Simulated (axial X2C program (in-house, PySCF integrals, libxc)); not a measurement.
# AsO⁻: properties at the nuclei

Wanted for AsO⁻: properties at the nuclei, at the two-component level.

Method: two-component X2C with atomic mean-field terms, As dyall-acv3z, O dyall-av3z; program: an in-house X2C program for linear molecules on PySCF integrals.

All values are calculated.

### 1 Set-up

task.json

```json
{"zs": [33, 8], "q": -1, "bas": ["dyall-acv3z", "dyall-av3z"], "r0": 1.71, "levels": ["PBE0", "HF", "BP86", "LDA", "PBE"], "nst": 3}
```

Keys: zs atomic numbers; q charge; bas basis sets; r0 starting distance in Å; levels methods (HF also brings MP2); nst determinants followed.

Run with:

```
python soeom.py task.json out
```

Further steps of the session: Expectation values, lowest determinant; Expectation values, a higher determinant; Expectation values, a higher determinant.

What does the calculation give? Wanted: lowest determinant; Eeff magnitude; Ws magnitude As; A∥/gI As; qzz As; higher determinant; qzz O (for each run or level that gives them).

The runs gave:

```
                                        quantity                                            value
                              lowest determinant  Ω = 1 (excess of +ω over −ω: ω = -1/2, ω = 3/2)
                    Eeff magnitude (GV/cm), PBE0                                            0.109
                     Ws magnitude As (kHz), PBE0                                           0.0872
                            A∥/gI As (MHz), PBE0                                             -376
                             qzz As (a.u.), PBE0                                            -0.28
                              higher determinant                             Ω = 0 (closed shell)
         qzz As (a.u.), PBE0, higher determinant                                            -0.26
          qzz O (a.u.), PBE0, higher determinant                                             0.65
                              higher determinant   Ω = 2 (excess of +ω over −ω: ω = 1/2, ω = 3/2)
Eeff magnitude (GV/cm), PBE0, higher determinant                                            0.096
 Ws magnitude As (kHz), PBE0, higher determinant                                           0.0194
        A∥/gI As (MHz), PBE0, higher determinant                                              446
         qzz As (a.u.), PBE0, higher determinant                                            -0.36
```

**Reading.** In the first state, the effective field runs from 0.0056 to 0.415 GV/cm over the mean-field levels, so the levels don't agree on it. The expectation values come from single determinants, which for open shells can mix terms of unlike spin or miss the lowest Ω, so a determinant need not be a state. Eeff is the effective electric field on the electron dipole moment in this Ω state and Ws the scalar–pseudoscalar constant (defined with the proton number Z and per Ω); A∥ is the parallel hyperfine constant, which follows by multiplying with the nuclear g factor gI = μI/(I μN); qzz is the electric field gradient, eQq0 = 234.96 MHz × Q/barn × qzz. The operators were transformed with the bare-nucleus X2C matrices.
